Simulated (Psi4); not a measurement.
**SiF3 (trifluorosilyl) at 4 levels**

Aim: a comparison of 4 runs (U-wB97X/aug-cc-pVDZ, UB2PLYP/aug-cc-pVDZ, UBHLYP/aug-cc-pVDZ, UCAM-B3LYP/aug-cc-pVDZ) of SiF3 (trifluorosilyl). 

The calculation is run with Psi4 1.11.

2 further runs of the same task are left out: 2 set aside as unsound or not needed.

**1. The structure to begin with**

The species is SiF3 (4 atoms), meant as a doublet with charge 0. SMILES: `F[Si](F)F`. One bond was lengthened or shortened from a relaxed shape.

Bond lengths: F1–Si2 1.818 Å, Si2–F3 1.581 Å, Si2–F4 1.581 Å. Angles: F1–Si2–F3 107.9°, F1–Si2–F4 107.9°, F3–Si2–F4 107.9°.

**2. Energy and forces at U-wB97X/aug-cc-pVDZ (run 1)**

job.json reads:

```json
{
 "schema_name": "qcschema_input",
 "schema_version": 1,
 "molecule": {
  "schema_name": "qcschema_molecule",
  "schema_version": 2,
  "symbols": ["F", "Si", "F", "F"],
  "geometry": [1.78577229, -1.1622855, 2.43644846, -0.53432006, 0.40262505, 0.44272504, -1.8788791, -1.68610813, -1.21762613, 0.93004761, 2.24164982, -1.40149648],
  "molecular_charge": 0,
  "molecular_multiplicity": 2,
  "fix_symmetry": "c1",
  "fix_com": true,
  "fix_orientation": true
 },
 "driver": "gradient",
 "model": {
  "method": "wb97x",
  "basis": "aug-cc-pVDZ"
 },
 "keywords": {
  "reference": "uks",
  "puream": true,
  "e_convergence": 1e-09,
  "d_convergence": 1e-08,
  "scf_type": "pk",
  "dft_radial_points": 99,
  "dft_spherical_points": 590,
  "maxiter": 100
 }
}
```

Launch:

```bash
psi4 --qcschema job.json -n 1 --memory 2200MB
```

stdout:

```text
[...]
  Running in c1 symmetry.
[...]
  Nuclear repulsion =  168.918896827710569
[...]
  Multiplicity = 2
[...]
  Nalpha       = 21
  Nbeta        = 20
[...]
    Number of basis functions: 96
[...]
   @UKS iter   1:  -588.95368286695953   -7.41404e-01   6.50021e-03 ADIIS/DIIS
[...]
   @UKS iter  13:  -589.09027060282517   -2.04636e-12   6.84592e-09 DIIS
[...]
   @S^2 Observed:                7.517880619E-01
[...]
  @UKS Final Energy:  -589.09027060282517
   => Energetics <=
    Nuclear Repulsion Energy =            168.9188968277105687
    One-Electron Energy =               -1154.6071466302873887
    Two-Electron Energy =                 435.2984682357475208
    DFT Exchange-Correlation Energy =     -38.7004890359959433
    Empirical Dispersion Energy =           0.0000000000000000
    VV10 Nonlocal Energy =                  0.0000000000000000
    Total Energy =                       -589.0902706028251714
[...]
 Multipole Moments:
 ------------------------------------------------------------------------------------
     Multipole            Electronic (a.u.)      Nuclear  (a.u.)        Total (a.u.)
 ------------------------------------------------------------------------------------
 L = 1.  Multiply by 2.5417464519 to convert [e a0] to [Debye]
 Dipole X            :         -0.6786557            0.0519864           -0.6266693
 Dipole Y            :          0.2707557            0.1760564            0.4468122
 Dipole Z            :         -4.5742227            4.5540832           -0.0201395
 Magnitude           :                                                    0.7699098
[...]
  -Total Gradient:
     Atom            X                  Y                   Z
    ------   -----------------  -----------------  -----------------
       1        0.045456092750    -0.030581405467     0.040443989118
       2       -0.042481090966     0.026854152541    -0.074377289502
       3        0.012503680656     0.021567925846     0.016104734243
       4       -0.015597058359    -0.017747495482     0.017946793385
[...]
```

The result, in JSON:

```text
{
 "driver": "gradient",
 "model": {
  "method": "wb97x",
  "basis": "aug-cc-pVDZ"
 },
 "success": true,
 "return_result": [0.04545609274990303, -0.03058140546713923, 0.04044398911799597, -0.04248109096564645, 0.02685415254144574, -0.07437728950244771, 0.012503680655850585, 0.021567925845905944, 0.016104734243066444, -0.015597058359286195, -0.017747495482453843, 0.017946793384852514],
 "properties": {
  "calcinfo_nbasis": 96,
  "calcinfo_nmo": 96,
  "calcinfo_nalpha": 21,
  "calcinfo_nbeta": 20,
  "calcinfo_natom": 4,
  "nuclear_repulsion_energy": 168.91889682771057,
  "return_energy": -589.0902706028252,
  "return_gradient": [0.04545609274990303, -0.03058140546713923, 0.04044398911799597, -0.04248109096564645, 0.02685415254144574, -0.07437728950244771, 0.012503680655850585, 0.021567925845905944, 0.016104734243066444, -0.015597058359286195, -0.017747495482453843, 0.017946793384852514],
  "scf_one_electron_energy": -1154.6071466302874,
  "scf_two_electron_energy": 435.2984682357475,
  "scf_xc_energy": -38.70048903599594,
  "scf_dipole_moment": [-0.626669296357604, 0.446812151737634, -0.020139451949912512],
  "scf_total_energy": -589.0902706028252,
  "scf_total_gradient": [0.04545609274990303, -0.03058140546713923, 0.04044398911799597, -0.04248109096564645, 0.02685415254144574, -0.07437728950244771, 0.012503680655850585, 0.021567925845905944, 0.016104734243066444, -0.015597058359286195, -0.017747495482453843, 0.017946793384852514],
  "scf_iterations": 13
 }
}
```

Run time: 2.2 min. Hardware: 1 thread of Intel Xeon at 2.50GHz (Skylake/Cascade Lake), shared host; peak memory 1.1 GiB.

**3. The energy at UB2PLYP/aug-cc-pVDZ (density fitting for correlation) (run 2)**

input.dat reads:

```
memory 2200 MB

molecule system {
  0 2
  F
  Si 1 r2
  F 2 r3 1 a3
  F 2 r4 3 a4 1 d4

  r2 = 1.8183
  r3 = 1.581117
  a3 = 107.93279
  r4 = 1.581128
  a4 = 107.92824
  d4 = 116.38705
  symmetry c1
  no_reorient
  no_com
}

set basis aug-cc-pVDZ
set reference uks
set puream true
set e_convergence 1e-09
set d_convergence 1e-08
set scf_type pk
set dft_radial_points 99
set dft_spherical_points 590
set num_frozen_docc 8
set maxiter 100

energy("b2plyp")
```

Launch:

```bash
psi4 -i input.dat -o output.dat -n 1
```

output.dat:

```text
[...]
  Running in c1 symmetry.
[...]
  Nuclear repulsion =  168.918873944080616
[...]
  Multiplicity = 2
[...]
  Nalpha       = 21
  Nbeta        = 20
[...]
    Number of basis functions: 96
[...]
   @UKS iter   1:  -588.49490182736395   -7.17525e-01   6.31957e-03 DIIS/ADIIS
[...]
   @UKS iter  12:  -588.62520178145860   -5.91172e-12   6.71679e-09 DIIS
[...]
   @S^2 Observed:                7.526767244E-01
[...]
    Orbital Energies [Eh]
    ---------------------
    Alpha Occupied:
       1A    -67.434894     2A    -25.427154     3A    -25.427131
       4A    -25.377796     5A     -5.804645     6A     -4.060319
       7A     -4.058013     8A     -4.056530     9A     -1.430670
      10A     -1.410930    11A     -1.331370    12A     -0.715005
      13A     -0.643355    14A     -0.613922    15A     -0.608353
      16A     -0.576368    17A     -0.562381    18A     -0.561345
      19A     -0.511257    20A     -0.506315    21A     -0.361660
    Alpha Virtual:
      22A      0.019492    23A      0.022835    24A      0.031389
      25A      0.037162    26A      0.088417    27A      0.098108
[...]
  @UKS Final Energy:  -588.62520178145860
   => Energetics <=
    Nuclear Repulsion Energy =            168.9188739440806160
    One-Electron Energy =               -1154.7290663393946488
    Two-Electron Energy =                 422.2061676568083044
    DFT Exchange-Correlation Energy =     -25.0211770429528784
    Empirical Dispersion Energy =           0.0000000000000000
    VV10 Nonlocal Energy =                  0.0000000000000000
    Total Energy =                       -588.6252017814587134
[...]
 Multipole Moments:
 ------------------------------------------------------------------------------------
     Multipole            Electronic (a.u.)      Nuclear  (a.u.)        Total (a.u.)
 ------------------------------------------------------------------------------------
 L = 1.  Multiply by 2.5417464519 to convert [e a0] to [Debye]
 Dipole X            :         -0.0020149            0.4251358            0.4231209
 Dipole Y            :         -0.0013937            0.2635390            0.2621454
 Dipole Z            :          0.4081241            0.2666461            0.6747702
 Magnitude           :                                                    0.8384905
[...]
```

Wall time 37 s (1 thread of Intel Xeon at 2.50GHz (Skylake/Cascade Lake), shared host); peak memory 1 GiB.

Run 3 isn't shown in full; the table further down has it.

**4. Energy and gradient at UCAM-B3LYP/aug-cc-pVDZ (run 4)**

input.dat reads:

```
memory 2200 MB

molecule {
  0 2
  F      0.944990    -0.615055     1.289313
  Si    -0.282750     0.213060     0.234280
  F     -0.994260    -0.892250    -0.644340
  F      0.492160     1.186230    -0.741640
  symmetry c1
}

set reference uks
set puream true
set e_convergence 1e-09
set d_convergence 1e-08
set scf_type pk
set dft_radial_points 99
set dft_spherical_points 590
set maxiter 100

result = gradient("cam-b3lyp/aug-cc-pVDZ")
print_variables()
```

Launch:

```bash
psi4 input.dat output.dat -n 1
```

output.dat:

```text
[...]
  Running in c1 symmetry.
[...]
  Nuclear repulsion =  168.918896705818327
[...]
  Multiplicity = 2
[...]
  Nalpha       = 21
  Nbeta        = 20
[...]
    Number of basis functions: 96
[...]
   @UKS iter   1:  -588.96319517394181   -6.33395e-01   6.70783e-03 DIIS/ADIIS
[...]
   @UKS iter  13:  -589.10586483711791   -1.02318e-12   3.15855e-09 DIIS
[...]
   @S^2 Observed:                7.518012121E-01
[...]
  @UKS Final Energy:  -589.10586483711791
   => Energetics <=
    Nuclear Repulsion Energy =            168.9188967058183266
    One-Electron Energy =               -1154.5676735030369855
    Two-Electron Energy =                 435.8800776831145072
    DFT Exchange-Correlation Energy =     -39.3371657230137259
    Empirical Dispersion Energy =           0.0000000000000000
    VV10 Nonlocal Energy =                  0.0000000000000000
    Total Energy =                       -589.1058648371180198
[...]
 Multipole Moments:
 ------------------------------------------------------------------------------------
     Multipole            Electronic (a.u.)      Nuclear  (a.u.)        Total (a.u.)
 ------------------------------------------------------------------------------------
 L = 1.  Multiply by 2.5417464519 to convert [e a0] to [Debye]
 Dipole X            :         -0.2353568           -0.4073187           -0.6426755
 Dipole Y            :          0.1560719            0.3029337            0.4590056
 Dipole Z            :         -0.2563749            0.2522222           -0.0041528
 Magnitude           :                                                    0.7897691
[...]
  -Total Gradient:
     Atom            X                  Y                   Z
    ------   -----------------  -----------------  -----------------
       1        0.046760431374    -0.031455666108     0.041688383280
       2       -0.043742212377     0.027836155212    -0.072664495832
       3        0.011113227013     0.019573182039     0.014652430862
       4       -0.014227415091    -0.015882798229     0.016313279043
[...]
```

Wall time 1.9 min (1 thread of Intel Xeon at 2.50GHz (Skylake/Cascade Lake), shared host); peak memory 1.1 GiB.

**5. The series**

```
run                                                  level      task  frozen core orbitals  energy (Eh)  dipole moment (D)  HOMO energy (eV)  LUMO energy (eV)  wall time
  1                                    U-wB97X/aug-cc-pVDZ  gradient                     0  -589.090271               1.96            -10.79             -2.99    2.2 min
  2  UB2PLYP/aug-cc-pVDZ (density fitting for correlation)    energy                     8  -588.852939                  –             -9.84             -2.98       37 s
  3                                     UBHLYP/aug-cc-pVDZ    energy                     0  -589.058141               2.13             -9.80             -3.49       41 s
  4                                 UCAM-B3LYP/aug-cc-pVDZ  gradient                     0  -589.105865               2.01             -9.86             -3.42    1.9 min
```

**6. What came out**

| quantity | value |
| --- | --- |
| run 4: total energy | -589.10586 Eh |
| run 4: dipole moment | 2.01 D |
| run 4: HOMO energy (highest over α and β) | -9.86 eV |
| run 4: LUMO energy (lowest over α and β) | -3.42 eV |
| run 4: ⟨S²⟩ | 0.752 |
| run 4: largest force on an atom | 4.590 eV/Å |

**Reading.** Over runs 1, 3, 4 the dipole moment (its size) runs from 1.96 D (U-wB97X/aug-cc-pVDZ) to 2.13 D (UBHLYP/aug-cc-pVDZ). Totals of different functionals can't be ranked against each other. All runs together took 5.4 min, the longest 2.2 min.
